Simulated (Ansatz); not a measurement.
# VH, space group P6_3/mmc: a band structure

Computed with the Python package of Ansatz (0.2.0).

The cells in order, each with its output:

In [1]:
```python
from dataclasses import dataclass
import warnings

import ansatz
import numpy as np
from pymatgen.core import Lattice, Structure
from pymatgen.io.ase import AseAtomsAdaptor
```

In [2]:
```python
@dataclass(frozen=True)
class Options:
    cutoff_ev: int = 650
    kmesh: tuple[int, ...] = (11, 11, 5)
    smearing: str = 'Gaussian'
    smearing_width: float = 0.05
    n_empty: int = 8
```

In [3]:
```python
settings = Options()
```

In [4]:
```python
warnings.simplefilter('ignore', ansatz.DeckWarning)

pmg_structure = Structure(
    Lattice([(2.73558, 0.0, 0.0), (-1.36779, 2.36908, 0.0), (0.0, 0.0, 4.93597)]),
    ['V', 'V', 'H', 'H'],
    [
        (0.0, 0.0, 0.0),
        (0.0, 0.0, 0.5),
        (2 / 3, 1 / 3, 0.75),
        (1 / 3, 2 / 3, 0.25),
    ],
)
structure = ansatz.Crystal.from_ase(AseAtomsAdaptor.get_atoms(pmg_structure)).moments(V=1.0)
```

In [5]:
```python
# high-symmetry points in fractions of the reciprocal vectors
path = [
    ('G', (0.0, 0.0, 0.0)),
    ('M', (0.5, 0.0, 0.0)),
    ('K', (0.33333, 0.33333, 0.0)),
    ('G', (0.0, 0.0, 0.0)),
    ('A', (0.0, 0.0, 0.5)),
]
setup = (
    structure.calculation()
    .functional(ansatz.Functional.R2SCAN)
    .basis(settings.cutoff_ev)
    .kpoints(*settings.kmesh)  # sampling of the Brillouin zone
    .occupations(settings.smearing, width=settings.smearing_width)
    .spin('collinear')
    .band_structure([point for _, point in path], intervals=4)  # levels along the path at the converged density
    .scf(extra_bands=settings.n_empty)
    .stress()  # positive in compression
    .band_table()
)
session = setup.session()
planned = session.plan(threads=1)
outcome = planned.execute()
data = outcome.report

outcome.unlabelled_reasons
```
```text
RunWarning: the starting moments were not kept: the SCF closed with an absolute magnetisation of 3.1e-2 μB, where they sum to 2 μB in size (2 sites). That is at most 0.1 of that sum. The system's [...]
```
Out [5]:
```text
['no_forces']
```

In [6]:
```python
data['n_electrons']
```
Out [6]:
```text
28.0
```

In [7]:
```python
data['converged'], data['free_energy_ev']
```
Out [7]:
```text
(True, -5865.678528080076)
```

In [8]:
```python
n_atoms = len(data['lattice']['sites'])
print('F =', round(data['free_energy_ev'], 4), 'eV for', n_atoms, 'atoms')
print('E(sigma -> 0) =', round(data['energy_sigma0_ev'], 4), 'eV, TS =', round(data['entropy_ts_ev'], 5), 'eV')
print('closed by', data['closed_by'], 'after', data['n_iterations'], 'iterations')

# principal values and the von Mises stress of the deviator
principal = np.linalg.eigvalsh(np.array(data['stress_gpa']))
mises = np.sqrt(0.5 * sum((principal[i] - principal[i - 1]) ** 2 for i in range(3)))
print('principal stresses (GPa, compression positive):', np.round(principal, 3))
print(f'mean {principal.mean():.3f} GPa, von Mises {mises:.3f} GPa, PV = {principal.mean() * data["setup"]["cell_volume_ang3"] / 160.21766:.4f} eV')

gap = None if 'band_edges_ev' not in data else data['band_edges_ev'][1] - data['band_edges_ev'][0]
print('gap on the k mesh:', 'withheld (metal, or smearing too wide to tell)' if gap is None else f'{gap:.3f} eV')
print('lowest empty less highest filled band, by band count:', round(data['gap_by_band_count_ev'], 3), 'eV')
```
```text
F = -5865.6785 eV for 4 atoms
E(sigma -> 0) = -5865.6762 eV, TS = 0.00471 eV
closed by deck_thresholds after 30 iterations
principal stresses (GPa, compression positive): [-5.249 -5.249 -1.336]
mean -3.944 GPa, von Mises 3.913 GPa, PV = -0.7875 eV
gap on the k mesh: withheld (metal, or smearing too wide to tell)
lowest empty less highest filled band, by band count: -1.029 eV
```

In [9]:
```python
bands = outcome.band_structure()
fermi = bands.fermi_energy_ev
print(f'zero of the bands: {fermi:.3f} eV, the Fermi level found on the SCF mesh')
for spin, channel in enumerate(bands.channels):
    levels = channel.eigenvalues_ev - fermi
    crossing = [b for b in range(levels.shape[1]) if levels[:, b].min() < 0 < levels[:, b].max()]
    print(f'channel {spin}: bands that cross the Fermi level on this path:', [b + 1 for b in crossing] or 'none')
    shown = crossing or sorted(np.argsort(np.abs(levels).min(axis=0))[:2])
    for k, row in zip(bands.kpoints_frac, levels[:, shown]):
        print(f'{k[0]:7.3f} {k[1]:7.3f} {k[2]:7.3f}  ', ' '.join(f'{e:8.3f}' for e in row))
```
```text
zero of the bands: 15.673 eV, the Fermi level found on the SCF mesh
channel 0: bands that cross the Fermi level on this path: [15, 16]
  0.000   0.000   0.000      0.256    0.256
  0.125   0.000   0.000     -0.003    0.500
  0.250   0.000   0.000      0.147    0.823
  0.375  -0.000   0.000      1.433    1.638
  0.500   0.000   0.000      1.236    2.528
  0.458   0.083   0.000      1.273    2.187
  0.417   0.167   0.000      1.232    1.378
  0.375   0.250   0.000      0.386    1.541
  0.333   0.333   0.000     -0.267    1.745
  0.250   0.250   0.000     -0.105    1.531
  0.167   0.167   0.000     -0.530    1.195
  0.083   0.083   0.000     -0.032    0.410
  0.000   0.000   0.000      0.256    0.256
  0.000   0.000   0.125      0.226    0.226
  0.000   0.000   0.250      0.139    0.139
  0.000   0.000   0.375      0.013    0.013
  0.000   0.000   0.500     -0.133   -0.133
channel 1: bands that cross the Fermi level on this path: [15, 16]
  0.000   0.000   0.000      0.276    0.276
  0.125   0.000   0.000      0.016    0.512
  0.250   0.000   0.000      0.161    0.841
  0.375  -0.000   0.000      1.447    1.656
  0.500   0.000   0.000      1.250    2.542
  0.458   0.083   0.000      1.286    2.206
  0.417   0.167   0.000      1.251    1.392
  0.375   0.250   0.000      0.405    1.555
  0.333   0.333   0.000     -0.248    1.759
  0.250   0.250   0.000     -0.087    1.544
  0.167   0.167   0.000     -0.519    1.214
  0.083   0.083   0.000     -0.012    0.422
  0.000   0.000   0.000      0.276    0.276
  0.000   0.000   0.125      0.245    0.245
  0.000   0.000   0.250      0.159    0.159
  0.000   0.000   0.375      0.032    0.032
  0.000   0.000   0.500     -0.113   -0.113
```

Reading the output:
- Total energies depend on the potentials; only differences at equal settings carry meaning. A total without «per atom» is that of the cell as typed.
- The SCF didn't keep the moments it started from (some shrank, vanished or turned); what is printed is the state reached.
- The computed bands are complete only to about 5.6 eV above the Fermi level.
- For a metal this k-point mesh is coarse: on a finer one energies can move by several to tens of meV an atom and pressures by half a GPa or more, differences at one mesh by less.
- A gap by band count of zero or less means overlapping bands, a metal.
- r2SCAN tends to overestimate the moments of itinerant magnets.
- The structure comes from a database of computed cells and needn't be a stable or known phase.
- Gaps and levels are Kohn-Sham values on a finite set of k-points.
- Warnings are shown shortened and without file and line.
- The script silences the warnings on its input, which a real study should read.
- Wall time of the script: 93 s on 1 thread of Intel(R) Xeon(R) Platinum 8259CL CPU @ 2.50GHz (Skylake/Cascade Lake), with other jobs on the host, peak memory 0.66 GiB.

(Lines on the test bed's own set-up are left out of the output.)
